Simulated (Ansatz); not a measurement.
# Al5O8: the cost of one run

Method: DFT LDA, plane waves, PAW, scalar-relativistic, no spin polarisation, in Ansatz 0.2.0.

## 1. The system as given

The cell holds 39 atoms (Al15O24): a = 6.956 Å, b = 6.956 Å, c = 6.956 Å, α = 85.80°, β = 85.80°, γ = 85.80°.

The coordinates stand in the first input below.

## 2. End point A

input.yaml

```yaml
crystal:
  lattice:
    - [-4.7351, -2.733811, 4.300333]
    - [4.7351, -2.733811, 4.300333]
    - [0.0, 5.467623, 4.300333]
  atoms:
    - { symbol: Al, position: [0.3561133, 0.3530897, 0.3482921] }
    - { symbol: Al, position: [0.1439372, 0.1567582, 0.1456715] }
    - { symbol: Al, position: [0.6501989, 0.6469506, 0.6476545] }
    - { symbol: Al, position: [0.8556685, 0.8555584, 0.8545811] }
    - { symbol: O, position: [0.6078469, 0.401335, 0.7539538] }
    - { symbol: O, position: [0.7543848, 0.5954936, 0.4049229] }
    - { symbol: O, position: [0.4012389, 0.7427272, 0.5966355] }
    - { symbol: O, position: [0.4063569, 0.5959613, 0.251083] }
    - { symbol: O, position: [0.24557, 0.4010568, 0.5976103] }
    - { symbol: O, position: [0.6034089, 0.2500097, 0.3961988] }
    - { symbol: Al, position: [0.8508134, 0.8555469, 0.3505503] }
    - { symbol: Al, position: [0.1479293, 0.1510253, 0.6496527] }
    - { symbol: Al, position: [0.3453367, 0.3563609, 0.8497623] }
    - { symbol: O, position: [0.0992214, 0.9028468, 0.7524799] }
    - { symbol: O, position: [0.2444554, 0.0928397, 0.4049013] }
    - { symbol: O, position: [0.9005229, 0.245058, 0.6054603] }
    - { symbol: O, position: [0.9074793, 0.0980082, 0.2484982] }
    - { symbol: O, position: [0.749972, 0.9095575, 0.5949062] }
    - { symbol: O, position: [0.1028303, 0.751034, 0.4104511] }
    - { symbol: Al, position: [0.8517232, 0.3534393, 0.8524694] }
    - { symbol: Al, position: [0.6482419, 0.1525833, 0.639131] }
    - { symbol: Al, position: [0.1452799, 0.642552, 0.1501567] }
    - { symbol: Al, position: [0.3461215, 0.8512627, 0.3544103] }
    - { symbol: O, position: [0.1002749, 0.4083656, 0.2481339] }
    - { symbol: O, position: [0.247945, 0.5999885, 0.9122677] }
    - { symbol: O, position: [0.8998723, 0.7446383, 0.1022752] }
    - { symbol: O, position: [0.8983029, 0.5956538, 0.7535418] }
    - { symbol: O, position: [0.7498995, 0.4094346, 0.1004463] }
    - { symbol: O, position: [0.1009419, 0.252824, 0.9045414] }
    - { symbol: Al, position: [0.355578, 0.8530633, 0.8515121] }
    - { symbol: Al, position: [0.1522478, 0.6461877, 0.6450644] }
    - { symbol: Al, position: [0.6430783, 0.1478735, 0.1471933] }
    - { symbol: Al, position: [0.850999, 0.3481864, 0.3492107] }
    - { symbol: O, position: [0.5933502, 0.9115589, 0.2519195] }
    - { symbol: O, position: [0.7545202, 0.0955221, 0.9094856] }
    - { symbol: O, position: [0.4027341, 0.2520429, 0.0992598] }
    - { symbol: O, position: [0.3993926, 0.0905093, 0.756074] }
    - { symbol: O, position: [0.2511775, 0.9031382, 0.0940911] }
    - { symbol: O, position: [0.6004687, 0.7515235, 0.9054847] }
total_charge: 1
basis:
  ecutwfc: 420.0
kpoints:
  mp_grid: { grid: [2, 2, 2] }
hamiltonian:
  xc: lda
  pseudopotentials: { kind: paw, azcp: { folder: soft_1 } }
scf:
  occupations: { method: fermi_dirac, width: 0.05 }
  lower_state_search: "off"
relax:
  f_tol: 0.03
  max_steps: 60
  adjacent_minimum: "off"
```

The run is started by

```bash
ansatz run input.yaml --threads 2 --pin off --max-ram 5120MiB --backend cpu --events-out ev --progress --plain --runs-dir out
```

Q: Estimate wall time and peak memory on 2 threads of Arm Neoverse V1, shared host.

About 61 s, with a peak of 0.82 GiB.
